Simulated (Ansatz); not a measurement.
# C2H8BGeN: the cost of one run

Method: RKS PBE-D4/def2-SVP, in Ansatz 0.2.0.

## 1. Starting point

Bond lengths: C1–C2 1.463 Å, C2–N3 1.443 Å, C2–B4 1.551 Å, C2–Ge5 1.868 Å, B4–Ge5 2.083 Å, C1–H6 1.132 Å, C1–H7 1.145 Å, C1–H8 1.102 Å, N3–H9 1.092 Å, N3–H10 1.030 Å, B4–H11 1.225 Å, Ge5–H12 1.571 Å, Ge5–H13 1.558 Å. Angles (14 of 24 angles, heavy atoms first): C1–C2–N3 115.0°, C1–C2–B4 118.2°, C1–C2–Ge5 115.0°, N3–C2–B4 113.5°, N3–C2–Ge5 114.5°, B4–C2–Ge5 74.4°, C2–B4–Ge5 59.8°, C2–Ge5–B4 45.8°, C2–C1–H6 115.6°, C2–C1–H7 111.8°, C2–C1–H8 112.6°, C2–N3–H9 110.3°, C2–N3–H10 112.1°, C2–B4–H11 144.8°.

Coordinates:

```xyz
13

C    -0.9974    0.9122   -0.2824
C    -0.0515   -0.1047    0.1782
N     0.0594   -0.2299    1.6117
B    -0.0151   -1.4645   -0.5672
Ge    1.5798   -0.1345   -0.7318
H    -1.0918    1.0204   -1.4055
H    -0.7159    1.9564    0.0927
H    -2.0206    0.7359    0.0857
H     0.4014    0.7101    2.0493
H    -0.8487   -0.4324    2.0539
H    -0.6397   -2.4896   -0.8118
H     2.7914   -0.8610   -0.0448
H     1.5689    0.3470   -2.2132
```

## 2. End point A

The input, input.yaml:

```yaml
crystal:
  periodic: [false, false, false]
  atoms:
    - { symbol: C, position_ang: [-0.9974, 0.9122, -0.2824] }
    - { symbol: C, position_ang: [-0.0515, -0.1047, 0.1782] }
    - { symbol: "N", position_ang: [0.0594, -0.2299, 1.6117] }
    - { symbol: B, position_ang: [-0.0151, -1.4645, -0.5672] }
    - { symbol: Ge, position_ang: [1.5798, -0.1345, -0.7318] }
    - { symbol: H, position_ang: [-1.0918, 1.0204, -1.4055] }
    - { symbol: H, position_ang: [-0.7159, 1.9564, 0.0927] }
    - { symbol: H, position_ang: [-2.0206, 0.7359, 0.0857] }
    - { symbol: H, position_ang: [0.4014, 0.7101, 2.0493] }
    - { symbol: H, position_ang: [-0.8487, -0.4324, 2.0539] }
    - { symbol: H, position_ang: [-0.6397, -2.4896, -0.8118] }
    - { symbol: H, position_ang: [2.7914, -0.861, -0.0448] }
    - { symbol: H, position_ang: [1.5689, 0.347, -2.2132] }
basis:
  gaussian: { orbitals: def2-SVP }
hamiltonian:
  xc: pbe
  dispersion: d4
relax:
  f_tol: 0.015
  max_steps: 40
```

Command:

```console
$ ansatz run input.yaml --threads 2 --pin off --max-ram 3072MiB --backend cpu --events-out ev --progress --plain --runs-dir out
```

What time and memory should one allow on 2 threads of Arm Neoverse V1, shared host?

About 49 s, with a peak of 0.17 GiB.
